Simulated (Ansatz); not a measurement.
# Ti: a strain scan

This session takes Ti and sets out to see how energy and stress answer to the strain pattern (0, 0, 0, 0, 1, 0).

Method: DFT r2SCAN, scalar-relativistic, plane waves, PAW, in Ansatz 0.2.0.

## 1. The structure to begin with

Symmetry: P6_3/mmc, No. 194, hexagonal system. Conventional cell: a = 2.950 Å, b = 2.950 Å, c = 4.686 Å, α = 90.00°, β = 90.00°, γ = 120.00°. Around Ti (site symmetry -6m2) lie 12 Ti at 2.90 to 2.95 Å.

As a file:

```
CELL_PARAMETERS angstrom
2.95000 0.00000 0.00000
-1.47500 2.55477 0.00000
0.00000 0.00000 4.68600
ATOMIC_POSITIONS crystal
Ti 0.33333 0.66667 0.25000
Ti 0.66667 0.33333 0.75000
```

The structure comes from the Crystallography Open Database.

## 2. A first look at the start

Contents of input.yaml:

```yaml
crystal:
  lattice:
    - [2.9499978604, 0.0, 0.0]
    - [-1.4749989302, 2.5547730882, 0.0]
    - [0.0, 0.0, 4.686]
  atoms:
    - { symbol: Ti, position: [0.3333333333, 0.6666666667, 0.25] }
    - { symbol: Ti, position: [0.6666666667, 0.3333333333, 0.75] }
basis:
  ecutwfc: 500
kpoints:
  mp_grid: { grid: [6, 6, 4] }
hamiltonian:
  xc: r2scan
scf:
  occupations: { method: gaussian, width: 0.1 }
output:
  forces: true
  stress: true
  eigenvalues: true
```

Command:

```sh
$ ansatz run input.yaml --threads 1 --pin off --max-ram 2560MiB --backend cpu --events-out ev --progress --plain --runs-dir out
```

What it wrote, cut to the lines that bear on the results:

```text
[...]
SCF converged after 6 iterations
Free energy (F): -5008.723863 eV
[...]
E sigma→0 (E₀):  -5008.715210 eV
Entropy (-TS):   -0.017307 eV (-8.654 meV/atom)
Fermi energy:    13.214414 eV
[...]
--- Forces (eV/Å), atoms counted from 1 ---
  atom   1  Ti     0.00000000    -0.00000000     0.00000000
  atom   2  Ti     0.00000000     0.00000000     0.00000000
[...]
--- Stress (GPa, compression-positive) ---
       -2.357735       0.000000       0.000000
        0.000000      -2.357735       0.000000
        0.000000       0.000000      -1.545311
  P = ⅓ Tr σ = -2.0869 GPa (-20.869 kbar)
--- Band table (eV; the first three rows and the last of 21) ---
  k-point 0: bands = ["-46.1367", "-46.0045", "-21.6514", "-21.0360", "-21.0360", "-20.9582", "-20.9400", "-20.9400", "6.5473", "10.3330", "13.6488", "14.0042", "14.0042", "14.0918", "14.5144", "14.5144"]
[...]
```

Run time: 3.2 s. Hardware: 1 thread of Intel Xeon at 2.50GHz (Skylake/Cascade Lake), shared host; peak memory 0.39 GiB.

The cell is taken as given, not relaxed at this level.

## 3. The undisturbed cell

Changes to input.yaml since step 2:

```diff
@@ -11,3 +11,3 @@
 kpoints:
-  mp_grid: { grid: [6, 6, 4] }
+  mp_grid: { grid: [18, 18, 10] }
 hamiltonian:
@@ -15,3 +15,3 @@
 scf:
-  occupations: { method: gaussian, width: 0.1 }
+  occupations: { method: fermi_dirac, width: 0.02 }
 output:
```

Command:

```sh
$ ansatz run input.yaml --threads 1 --pin off --max-ram 2560MiB --backend cpu --events-out ev --progress --plain --runs-dir out
```

What it wrote, cut to the lines that bear on the results:

```text
Warning: RAYON_NUM_THREADS=1 ignored (pool sized by the plan → 1); use --threads N
[...]
Pseudopotentials: kind: paw
Pseudopotential: Ti, paw, valence charge 12, recommended cutoff 500 eV (meta_gga), Ti.paw.azcp
Functional definition: r2SCAN
[...]
Crystal: 2 atoms, lattice volume = 35.316 Å³
Basis set: ecut = 500 eV, 929 PW (Γ), exchange–correlation on 96×96×144 points (64 copies of the dense FFT grid, shifted against one another)
Bands: 16, of which v1, the nominal top of the filled ones, is band 12 counted from 1 (11 counted from 0)
Symmetry: 24 space group operations
Space group: P63/mmc (ITA 194), of the structure as read, at distance tolerance 3.3e-5 Å
k-points: 222 of 3240
[...]
SCF iter   1: F=—  HF=-5008.697091 eV  |F-HF|=—  |Δ(HF+E_count)|=         —  Δρ=1.69e-2  dr2=9.06e-2  dr2_τ=1.49e-2  ethr=1.77e-3  ⟨swp⟩=4.2  Hψ=14327  notcnv=0
[...]
the search or the solves at the SCF's close seem to have found levels that the self-consistency loop had missed (the run counts 1). By its estimate they hold under 1e-12 electrons; where the run keeps them, the occupations were computed again with them
[...]
SCF converged after 6 iterations
Free energy (F): -5008.735516 eV
[...]
E sigma→0 (E₀):  -5008.734385 eV
Entropy (-TS):   -0.002261 eV (-1.130 meV/atom)
Fermi energy:    13.160619 eV
[...]
--- Forces (eV/Å), atoms counted from 1 ---
  atom   1  Ti     0.00000000    -0.00000000     0.00000000
  atom   2  Ti     0.00000000     0.00000000     0.00000000
[...]
--- Stress (GPa, compression-positive) ---
       -2.119072      -0.000000       0.000000
       -0.000000      -2.119072       0.000000
        0.000000       0.000000      -2.636551
  P = ⅓ Tr σ = -2.2916 GPa (-22.916 kbar)
--- Band table (eV; the first three rows and the last of 222) ---
  k-point 0: bands = ["-46.1387", "-46.0065", "-21.6637", "-21.0326", "-21.0326", "-20.9711", "-20.9366", "-20.9366", "6.5472", "10.3314", "13.6457", "14.0088", "14.0088", "14.0870", "14.5195", "14.5195"]
[...]
```

It took 31 s on 1 thread of Intel Xeon at 2.50GHz (Skylake/Cascade Lake), shared host; peak memory 0.52 GiB.

The reference gives a free energy of -5008.7355 eV, pressure -2.29 GPa, largest force 0.000 eV/Å and gap on the mesh none (metal).

## 4. Setting up a strain scan

The cell is strained by ε times the Voigt pattern (0, 0, 0, 0, 1, 0) (xx, yy, zz, yz, xz, xy; engineering shear), with fractional coordinates fixed (clamped ions). The stress on the pattern is the sum of the stress components weighted by it, tension positive.

## 5. At ε = -0.0200

Changes to input.yaml since step 3:

```diff
@@ -2,5 +2,5 @@
   lattice:
-    - [2.9499978604, 0.0, 0.0]
-    - [-1.4749989302, 2.5547730882, 0.0]
-    - [0.0, 0.0, 4.686]
+    - [2.9499978604, 0.0, -0.0294999786]
+    - [-1.4749989302, 2.5547730882, 0.0147499893]
+    - [-0.04686, 0.0, 4.686]
   atoms:
```

Command:

```sh
$ ansatz run input.yaml --threads 1 --pin off --max-ram 2560MiB --backend cpu --events-out ev --progress --plain --runs-dir out
```

What it wrote, cut to the lines that bear on the results:

```text
Warning: RAYON_NUM_THREADS=1 ignored (pool sized by the plan → 1); use --threads N
[...]
[... 3 set-up lines as earlier in the session ...]
[...]
Crystal: 2 atoms, lattice volume = 35.313 Å³
Basis set: ecut = 500 eV, 905 PW (Γ), exchange–correlation on 96×96×144 points (64 copies of the dense FFT grid, shifted against one another)
Bands: 16, of which v1, the nominal top of the filled ones, is band 12 counted from 1 (11 counted from 0)
Symmetry: 4 space group operations
Space group: C2/c (ITA 15), of the structure as read, at distance tolerance 3.3e-5 Å
k-points: 866 of 3240
[...]
SCF iter   1: F=—  HF=-5008.694772 eV  |F-HF|=—  |Δ(HF+E_count)|=         —  Δρ=1.69e-2  dr2=9.06e-2  dr2_τ=1.49e-2  ethr=1.77e-3  ⟨swp⟩=4.1  Hψ=55700  notcnv=0
[...]
SCF iter   6: F=-5008.733286 eV  HF=-5008.733286 eV  |F-HF|=1.32e-9  |Δ(HF+E_count)|=   2.37e-8  Δρ=3.87e-6  dr2=3.31e-9  dr2_τ=2.21e-10  ethr=3.03e-10  ⟨swp⟩=2.1  Hψ=50729  notcnv=0
[...]
SCF converged after 6 iterations
Free energy (F): -5008.733286 eV
[...]
E sigma→0 (E₀):  -5008.732176 eV
Entropy (-TS):   -0.002220 eV (-1.110 meV/atom)
Fermi energy:    13.161387 eV
[...]
--- Forces (eV/Å), atoms counted from 1 ---
  atom   1  Ti    -0.00000000     0.00095421     0.00000000
  atom   2  Ti     0.00000000    -0.00095421    -0.00000000
[...]
--- Stress (GPa, compression-positive) ---
       -2.097628       0.000000       1.042272
        0.000000      -2.120519      -0.000000
        1.042272      -0.000000      -2.638136
  P = ⅓ Tr σ = -2.2854 GPa (-22.854 kbar)
--- Band table (eV; the first three rows and the last of 866) ---
  k-point 0: bands = ["-46.1366", "-46.0041", "-21.6623", "-21.0307", "-21.0304", "-20.9696", "-20.9347", "-20.9329", "6.5488", "10.3338", "13.6498", "14.0106", "14.0108", "14.0829", "14.5189", "14.5208"]
[...]
```

Run time: 92 s. Hardware: 1 thread of Intel Xeon at 2.50GHz (Skylake/Cascade Lake), shared host; peak memory 0.86 GiB.

## 6. At ε = 0.0150

Changes to input.yaml since step 5:

```diff
@@ -2,5 +2,5 @@
   lattice:
-    - [2.9499978604, 0.0, -0.0294999786]
-    - [-1.4749989302, 2.5547730882, 0.0147499893]
-    - [-0.04686, 0.0, 4.686]
+    - [2.9499978604, 0.0, 0.022124984]
+    - [-1.4749989302, 2.5547730882, -0.011062492]
+    - [0.035145, 0.0, 4.686]
   atoms:
```

Command:

```sh
$ ansatz run input.yaml --threads 1 --pin off --max-ram 2560MiB --backend cpu --events-out ev --progress --plain --runs-dir out
```

What it wrote, cut to the lines that bear on the results:

```text
[...]
SCF converged after 6 iterations
Free energy (F): -5008.734264 eV
[...]
E sigma→0 (E₀):  -5008.733157 eV
Entropy (-TS):   -0.002215 eV (-1.107 meV/atom)
Fermi energy:    13.161167 eV
[...]
--- Forces (eV/Å), atoms counted from 1 ---
  atom   1  Ti    -0.00000000     0.00059649    -0.00000000
  atom   2  Ti     0.00000000    -0.00059649     0.00000000
[...]
--- Stress (GPa, compression-positive) ---
       -2.108575       0.000000      -0.778470
        0.000000      -2.118712       0.000000
       -0.778469       0.000000      -2.637617
  P = ⅓ Tr σ = -2.2883 GPa (-22.883 kbar)
--- Band table (eV; the first three rows and the last of 866) ---
  k-point 0: bands = ["-46.1376", "-46.0051", "-21.6629", "-21.0315", "-21.0313", "-20.9702", "-20.9355", "-20.9345", "6.5481", "10.3327", "13.6480", "14.0098", "14.0099", "14.0847", "14.5191", "14.5202"]
[...]
```

It took 95 s on 1 thread of Intel Xeon at 2.50GHz (Skylake/Cascade Lake), shared host; peak memory 0.86 GiB.

## 7. ε = -0.0100

Changes to input.yaml since step 6:

```diff
@@ -2,5 +2,5 @@
   lattice:
-    - [2.9499978604, 0.0, 0.022124984]
-    - [-1.4749989302, 2.5547730882, -0.011062492]
-    - [0.035145, 0.0, 4.686]
+    - [2.9499978604, 0.0, -0.0147499893]
+    - [-1.4749989302, 2.5547730882, 0.0073749947]
+    - [-0.02343, 0.0, 4.686]
   atoms:
```

Command:

```sh
$ ansatz run input.yaml --threads 1 --pin off --max-ram 2560MiB --backend cpu --events-out ev --progress --plain --runs-dir out
```

What it wrote, cut to the lines that bear on the results:

```text
[...]
SCF converged after 6 iterations
Free energy (F): -5008.734962 eV
[...]
E sigma→0 (E₀):  -5008.733847 eV
Entropy (-TS):   -0.002231 eV (-1.116 meV/atom)
Fermi energy:    13.160897 eV
[...]
--- Forces (eV/Å), atoms counted from 1 ---
  atom   1  Ti    -0.00000000     0.00027631     0.00000000
  atom   2  Ti     0.00000000    -0.00027631    -0.00000000
[...]
--- Stress (GPa, compression-positive) ---
       -2.114857      -0.000000       0.515876
       -0.000000      -2.118597       0.000000
        0.515875       0.000000      -2.637133
  P = ⅓ Tr σ = -2.2902 GPa (-22.902 kbar)
--- Band table (eV; the first three rows and the last of 866) ---
  k-point 0: bands = ["-46.1382", "-46.0059", "-21.6634", "-21.0321", "-21.0320", "-20.9707", "-20.9361", "-20.9356", "6.5476", "10.3320", "13.6467", "14.0092", "14.0093", "14.0860", "14.5194", "14.5198"]
[...]
```

It took 2 min on 1 thread of Intel Xeon at 2.50GHz (Skylake/Cascade Lake), shared host; peak memory 0.87 GiB.

## 8. At ε = 0.0050

Changes to input.yaml since step 7:

```diff
@@ -2,5 +2,5 @@
   lattice:
-    - [2.9499978604, 0.0, -0.0147499893]
-    - [-1.4749989302, 2.5547730882, 0.0073749947]
-    - [-0.02343, 0.0, 4.686]
+    - [2.9499978604, 0.0, 0.0073749947]
+    - [-1.4749989302, 2.5547730882, -0.0036874973]
+    - [0.011715, 0.0, 4.686]
   atoms:
```

Command:

```sh
$ ansatz run input.yaml --threads 1 --pin off --max-ram 2560MiB --backend cpu --events-out ev --progress --plain --runs-dir out
```

What it wrote, cut to the lines that bear on the results:

```text
Warning: RAYON_NUM_THREADS=1 ignored (pool sized by the plan → 1); use --threads N
[...]
[... 3 set-up lines as earlier in the session ...]
[...]
Crystal: 2 atoms, lattice volume = 35.316 Å³
Basis set: ecut = 500 eV, 917 PW (Γ), exchange–correlation on 96×96×144 points (64 copies of the dense FFT grid, shifted against one another)
Bands: 16, of which v1, the nominal top of the filled ones, is band 12 counted from 1 (11 counted from 0)
[... 2 set-up lines as earlier in the session ...]
k-points: 866 of 3240
[...]
SCF iter   1: F=—  HF=-5008.696933 eV  |F-HF|=—  |Δ(HF+E_count)|=         —  Δρ=1.69e-2  dr2=9.06e-2  dr2_τ=1.49e-2  ethr=1.77e-3  ⟨swp⟩=4.1  Hψ=55712  notcnv=0
[...]
the search or the solves at the SCF's close seem to have found levels that the self-consistency loop had missed (the run counts 2). By its estimate they hold under 1e-12 electrons; where the run keeps them, the occupations were computed again with them
[...]
SCF converged after 6 iterations
Free energy (F): -5008.735377 eV
[...]
E sigma→0 (E₀):  -5008.734251 eV
Entropy (-TS):   -0.002252 eV (-1.126 meV/atom)
Fermi energy:    13.160692 eV
[...]
--- Forces (eV/Å), atoms counted from 1 ---
  atom   1  Ti     0.00000000     0.00006968     0.00000000
  atom   2  Ti     0.00000000    -0.00006968    -0.00000000
[...]
--- Stress (GPa, compression-positive) ---
       -2.118082       0.000000      -0.256591
        0.000000      -2.118955       0.000000
       -0.256590       0.000000      -2.636731
  P = ⅓ Tr σ = -2.2913 GPa (-22.913 kbar)
--- Band table (eV; the first three rows and the last of 866) ---
  k-point 0: bands = ["-46.1386", "-46.0063", "-21.6637", "-21.0325", "-21.0324", "-20.9710", "-20.9364", "-20.9363", "6.5473", "10.3315", "13.6459", "14.0089", "14.0089", "14.0868", "14.5195", "14.5196"]
[...]
```

Run time: 1.9 min. Hardware: 1 thread of Intel Xeon at 2.50GHz (Skylake/Cascade Lake), shared host; peak memory 0.86 GiB.

## 9. Point ε = 0.0175

Changes to input.yaml since step 8:

```diff
@@ -2,5 +2,5 @@
   lattice:
-    - [2.9499978604, 0.0, 0.0073749947]
-    - [-1.4749989302, 2.5547730882, -0.0036874973]
-    - [0.011715, 0.0, 4.686]
+    - [2.9499978604, 0.0, 0.0258124813]
+    - [-1.4749989302, 2.5547730882, -0.0129062406]
+    - [0.0410025, 0.0, 4.686]
   atoms:
```

Command:

```sh
$ ansatz run input.yaml --threads 1 --pin off --max-ram 2560MiB --backend cpu --events-out ev --progress --plain --runs-dir out
```

What it wrote, cut to the lines that bear on the results:

```text
[...]
SCF converged after 6 iterations
Free energy (F): -5008.733811 eV
[...]
E sigma→0 (E₀):  -5008.732704 eV
Entropy (-TS):   -0.002214 eV (-1.107 meV/atom)
Fermi energy:    13.161291 eV
[...]
--- Forces (eV/Å), atoms counted from 1 ---
  atom   1  Ti    -0.00000000     0.00077507     0.00000000
  atom   2  Ti     0.00000000    -0.00077507    -0.00000000
[...]
--- Stress (GPa, compression-positive) ---
       -2.103768       0.000000      -0.910436
        0.000000      -2.119315       0.000000
       -0.910436       0.000000      -2.637856
  P = ⅓ Tr σ = -2.2870 GPa (-22.870 kbar)
--- Band table (eV; the first three rows and the last of 866) ---
  k-point 0: bands = ["-46.1371", "-46.0046", "-21.6627", "-21.0311", "-21.0309", "-20.9699", "-20.9351", "-20.9337", "6.5484", "10.3332", "13.6489", "14.0102", "14.0103", "14.0838", "14.5190", "14.5205"]
[...]
```

Wall time 95 s (1 thread of Intel Xeon at 2.50GHz (Skylake/Cascade Lake), shared host); peak memory 0.86 GiB.

## 10. At ε = 0.0125

Changes to input.yaml since step 9:

```diff
@@ -2,5 +2,5 @@
   lattice:
-    - [2.9499978604, 0.0, 0.0258124813]
-    - [-1.4749989302, 2.5547730882, -0.0129062406]
-    - [0.0410025, 0.0, 4.686]
+    - [2.9499978604, 0.0, 0.0184374866]
+    - [-1.4749989302, 2.5547730882, -0.0092187433]
+    - [0.0292875, 0.0, 4.686]
   atoms:
```

Command:

```sh
$ ansatz run input.yaml --threads 1 --pin off --max-ram 2560MiB --backend cpu --events-out ev --progress --plain --runs-dir out
```

What it wrote, cut to the lines that bear on the results:

```text
[...]
SCF converged after 6 iterations
Free energy (F): -5008.734649 eV
[...]
E sigma→0 (E₀):  -5008.733538 eV
Entropy (-TS):   -0.002221 eV (-1.111 meV/atom)
Fermi energy:    13.161030 eV
[...]
--- Forces (eV/Å), atoms counted from 1 ---
  atom   1  Ti    -0.00000000     0.00042560    -0.00000000
  atom   2  Ti     0.00000000    -0.00042560     0.00000000
[...]
--- Stress (GPa, compression-positive) ---
       -2.112186       0.000000      -0.646832
        0.000000      -2.118536      -0.000000
       -0.646832      -0.000000      -2.637377
  P = ⅓ Tr σ = -2.2894 GPa (-22.894 kbar)
--- Band table (eV; the first three rows and the last of 866) ---
  k-point 0: bands = ["-46.1379", "-46.0056", "-21.6632", "-21.0318", "-21.0317", "-20.9705", "-20.9358", "-20.9351", "6.5478", "10.3323", "13.6473", "14.0095", "14.0096", "14.0854", "14.5193", "14.5200"]
[...]
```

Wall time 1.8 min (1 thread of Intel Xeon at 2.50GHz (Skylake/Cascade Lake), shared host); peak memory 0.87 GiB.

## 11. ε = 0.0075

Changes to input.yaml since step 10:

```diff
@@ -2,5 +2,5 @@
   lattice:
-    - [2.9499978604, 0.0, 0.0184374866]
-    - [-1.4749989302, 2.5547730882, -0.0092187433]
-    - [0.0292875, 0.0, 4.686]
+    - [2.9499978604, 0.0, 0.011062492]
+    - [-1.4749989302, 2.5547730882, -0.005531246]
+    - [0.0175725, 0.0, 4.686]
   atoms:
```

Command:

```sh
$ ansatz run input.yaml --threads 1 --pin off --max-ram 2560MiB --backend cpu --events-out ev --progress --plain --runs-dir out
```

What it wrote, cut to the lines that bear on the results:

```text
Warning: RAYON_NUM_THREADS=1 ignored (pool sized by the plan → 1); use --threads N
[...]
[... 3 set-up lines as earlier in the session ...]
[...]
Crystal: 2 atoms, lattice volume = 35.316 Å³
Basis set: ecut = 500 eV, 913 PW (Γ), exchange–correlation on 96×96×144 points (64 copies of the dense FFT grid, shifted against one another)
Bands: 16, of which v1, the nominal top of the filled ones, is band 12 counted from 1 (11 counted from 0)
[... 2 set-up lines as earlier in the session ...]
k-points: 866 of 3240
[...]
SCF iter   1: F=—  HF=-5008.696747 eV  |F-HF|=—  |Δ(HF+E_count)|=         —  Δρ=1.69e-2  dr2=9.06e-2  dr2_τ=1.49e-2  ethr=1.77e-3  ⟨swp⟩=4.1  Hψ=55702  notcnv=0
[...]
the search or the solves at the SCF's close seem to have found levels that the self-consistency loop had missed (the run counts 2). By its estimate they hold under 1e-12 electrons; where the run keeps them, the occupations were computed again with them
[...]
SCF converged after 6 iterations
Free energy (F): -5008.735205 eV
[...]
E sigma→0 (E₀):  -5008.734084 eV
Entropy (-TS):   -0.002242 eV (-1.121 meV/atom)
Fermi energy:    13.160781 eV
[...]
--- Forces (eV/Å), atoms counted from 1 ---
  atom   1  Ti    -0.00000000     0.00015746     0.00000000
  atom   2  Ti     0.00000000    -0.00015746    -0.00000000
[...]
--- Stress (GPa, compression-positive) ---
       -2.116764       0.000000      -0.385784
        0.000000      -2.118772       0.000000
       -0.385784       0.000000      -2.636904
  P = ⅓ Tr σ = -2.2908 GPa (-22.908 kbar)
--- Band table (eV; the first three rows and the last of 866) ---
  k-point 0: bands = ["-46.1384", "-46.0062", "-21.6635", "-21.0323", "-21.0323", "-20.9708", "-20.9363", "-20.9360", "6.5475", "10.3317", "13.6463", "14.0090", "14.0091", "14.0865", "14.5194", "14.5197"]
[...]
```

Run time: 1.9 min. Hardware: 1 thread of Intel Xeon at 2.50GHz (Skylake/Cascade Lake), shared host; peak memory 0.88 GiB.

## 12. Point ε = 0.0025

Changes to input.yaml since step 11:

```diff
@@ -2,5 +2,5 @@
   lattice:
-    - [2.9499978604, 0.0, 0.011062492]
-    - [-1.4749989302, 2.5547730882, -0.005531246]
-    - [0.0175725, 0.0, 4.686]
+    - [2.9499978604, 0.0, 0.0036874973]
+    - [-1.4749989302, 2.5547730882, -0.0018437487]
+    - [0.0058575, 0.0, 4.686]
   atoms:
```

Command:

```sh
$ ansatz run input.yaml --threads 1 --pin off --max-ram 2560MiB --backend cpu --events-out ev --progress --plain --runs-dir out
```

What it wrote, cut to the lines that bear on the results:

```text
Warning: RAYON_NUM_THREADS=1 ignored (pool sized by the plan → 1); use --threads N
[...]
[... 3 set-up lines as earlier in the session ...]
[...]
Crystal: 2 atoms, lattice volume = 35.316 Å³
Basis set: ecut = 500 eV, 925 PW (Γ), exchange–correlation on 96×96×144 points (64 copies of the dense FFT grid, shifted against one another)
Bands: 16, of which v1, the nominal top of the filled ones, is band 12 counted from 1 (11 counted from 0)
[... 2 set-up lines as earlier in the session ...]
k-points: 866 of 3240
[...]
SCF iter   1: F=—  HF=-5008.697039 eV  |F-HF|=—  |Δ(HF+E_count)|=         —  Δρ=1.69e-2  dr2=9.06e-2  dr2_τ=1.49e-2  ethr=1.77e-3  ⟨swp⟩=4.1  Hψ=55725  notcnv=0
[...]
the search or the solves at the SCF's close seem to have found levels that the self-consistency loop had missed (the run counts 2). By its estimate they hold under 1e-12 electrons; where the run keeps them, the occupations were computed again with them
[...]
SCF converged after 6 iterations
Free energy (F): -5008.735481 eV
[...]
E sigma→0 (E₀):  -5008.734351 eV
Entropy (-TS):   -0.002258 eV (-1.129 meV/atom)
Fermi energy:    13.160638 eV
[...]
--- Forces (eV/Å), atoms counted from 1 ---
  atom   1  Ti    -0.00000000     0.00001805    -0.00000000
  atom   2  Ti     0.00000000    -0.00001805     0.00000000
[...]
--- Stress (GPa, compression-positive) ---
       -2.118840      -0.000000      -0.128079
       -0.000000      -2.119057      -0.000000
       -0.128079      -0.000000      -2.636594
  P = ⅓ Tr σ = -2.2915 GPa (-22.915 kbar)
--- Band table (eV; the first three rows and the last of 866) ---
  k-point 0: bands = ["-46.1387", "-46.0065", "-21.6637", "-21.0326", "-21.0325", "-20.9710", "-20.9365", "-20.9365", "6.5473", "10.3314", "13.6457", "14.0088", "14.0088", "14.0870", "14.5195", "14.5195"]
[...]
```

It took 1.8 min on 1 thread of Intel Xeon at 2.50GHz (Skylake/Cascade Lake), shared host; peak memory 0.86 GiB.

## 13. All points together

The scan, with free energies counted from the undisturbed cell:

```
      ε  ΔE (meV/atom)  stress on the pattern (GPa)  pressure (GPa)
-0.0200            1.1                        -1.04            -2.3
-0.0100            0.3                        -0.52            -2.3
 0.0000            0.0                         0.00            -2.3
 0.0025            0.0                         0.13            -2.3
 0.0050            0.1                         0.26            -2.3
 0.0075            0.2                         0.39            -2.3
 0.0125            0.4                         0.65            -2.3
 0.0150            0.6                         0.78            -2.3
 0.0175            0.9                         0.91            -2.3
```

Not run, since symmetry makes them alike: 0.0200 repeats -0.0200, -0.0150 repeats 0.0150, 0.0100 repeats -0.0100, -0.0050 repeats 0.0050. Energy, pressure and gap are the same there.

## 14. What came out

```
                                                              quantity   value
slope of the stress at ε = 0, from the points at -0.0100, 0 and 0.0025  51 GPa
```

What this shows: The settings of these runs were drawn from a wide range and may not be converged. From the stress slope, C55 is about 51 GPa with the ions clamped; letting the atoms relax could not make it stiffer. The reference stands under -2.3 GPa, so this is no zero-stress constant. No sampled point lies below the undisturbed cell.
